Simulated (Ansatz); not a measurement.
# SiO2 (silicon dioxide molecule): CCSD(T)/cc-pVTZ

What is the electronic atomisation energy of SiO2 (silicon dioxide molecule) at CCSD(T)/cc-pVTZ? 

The results are computed with Ansatz 0.2.0.

49 further runs of the same task are left out: 10 that didn't finish, 39 set aside as unsound or not needed.

## Step 1: Starting point

The species is SiO2 (3 atoms), meant as a singlet with charge 0. SMILES: `O=[Si]=O`. The shape is that of a PBE0-D4/def2-TZVP optimisation.

Bond lengths: O1–Si2 1.506 Å, Si2–O3 1.506 Å. Angles: O1–Si2–O3 180.0°.

## Step 2: The energy at CCSD(T)/cc-pVTZ

in.yaml reads:

```yaml
crystal:
  periodic: [false, false, false]
  atoms:
    - {symbol: O, position_ang: [0.697730, 1.229600, 0.518760]}
    - {symbol: Si, position_ang: [-0.000010, 0.000000, -0.000000]}
    - {symbol: O, position_ang: [-0.697730, -1.229610, -0.518760]}
basis:
  gaussian:
    orbitals: cc-pVTZ
total_charge: 0
correlation:
  method: ccsd_t
  frozen_orbitals: {O: 1, Si: 5}
accuracy: high
scf:
  omitted_lower_state_checks: [cluster_reference, increment]
```

Started as:

```sh
$ ansatz run in.yaml --threads 1 --pin off --max-ram 3480MiB --events-out events.jsonl --progress --plain --runs-dir runs
```

The program printed:

```text
Warning: RAYON_NUM_THREADS=1 ignored (pool sized by the plan → 1); use --threads N
[... 12 lines left out ...]
7 core orbitals not correlated: weight in the atoms' cores, before any rotation towards them, 1.000 or more for the frozen orbitals, at most 0.000 for the correlated occupied ones
[... 24 lines left out ...]
Total energy: -11954.58575693 eV, -439.3229234578 hartree
Checks for a lower state left out: cluster_reference, increment
```

It took 6.3 s on 1 thread of Arm Neoverse V1, shared host; peak memory 0.45 GiB.

## Step 3: The O atom, same level

run.yaml reads:

```yaml
crystal:
  periodic: [false, false, false]
  atoms:
    - symbol: O
      position_ang: [0.000000, 0.000000, 0.000000]
basis:
  gaussian:
    orbitals: cc-pVTZ
magnetization:
  spin_polarized: true
  initial_magnetization: 2
correlation:
  method: ccsd_t
  frozen_orbitals: {O: 1}
accuracy: high
scf:
  omitted_lower_state_checks: [cluster_reference, increment]
```

Run the same way, it converges to -74.97396 Eh (log not shown).

## Step 4: The Si atom

Edit run.yaml of step 3 so:

```diff
@@ -3,4 +3,3 @@
   atoms:
-    - symbol: O
-      position_ang: [0.000000, 0.000000, 0.000000]
+    - {symbol: Si, position_ang: [0.000000, 0.000000, 0.000000]}
 basis:
@@ -13,3 +12,3 @@
   method: ccsd_t
-  frozen_orbitals: {O: 1}
+  frozen_orbitals: {Si: 5}
 accuracy: high
```

Started as:

```sh
$ ansatz run run.yaml --threads 1 --pin off --max-ram 3480MiB --events-out events.jsonl --progress --plain --runs-dir runs
```

The program printed:

```text
Warning: RAYON_NUM_THREADS=1 ignored (pool sized by the plan → 1); use --threads N
[... 13 lines left out ...]
5 core orbitals not correlated: weight in the atoms' cores, before any rotation towards them, 1.000 or more for the frozen orbitals, at most 0.000 for the correlated occupied ones
[... 20 lines left out ...]
Total energy: -7862.27080678 eV, -288.9331229106 hartree
Checks for a lower state left out: cluster_reference, increment
```

It took 0.44 s on 1 thread of Arm Neoverse V1, shared host.

## Step 5: Summary of results

At CCSD(T)/cc-pVTZ, 7 core orbitals frozen:

| quantity | value |
| --- | --- |
| molecule: total energy | -439.32292 Eh |
| molecule: correlation energy (7 core orbitals frozen) | -603.8 mEh |
| molecule: (T) correction | -29.01 mEh |
| molecule: T1 diagnostic | 0.024 |
| O atom: total energy | -74.97396 Eh |
| O atom: correlation energy (1 core orbital frozen) | -162.2 mEh |
| O atom: (T) correction | -2.91 mEh |
| O atom: ⟨S²⟩ of the reference determinant | 2.007 |
| O atom: T1 diagnostic | 0.005 |
| Si atom: total energy | -288.93312 Eh |
| Si atom: correlation energy (5 core orbitals frozen) | -76.7 mEh |
| Si atom: (T) correction | -2.45 mEh |
| Si atom: ⟨S²⟩ of the reference determinant | 2.015 |
| Si atom: T1 diagnostic | 0.012 |
| electronic atomisation energy | 12.024 eV |

**Reading.** Taking the molecule apart into free atoms costs 12.02 eV (277 kcal/mol), before zero-point energy and without spin-orbit coupling. The T1 diagnostic (molecule) of 0.024 is above the customary mark for such species, so a single reference may not serve. The triples (molecule) make up 4.8 % of the correlation energy. The triples (O atom) make up 1.8 % of the correlation energy. The triples (Si atom) make up 3.2 % of the correlation energy.
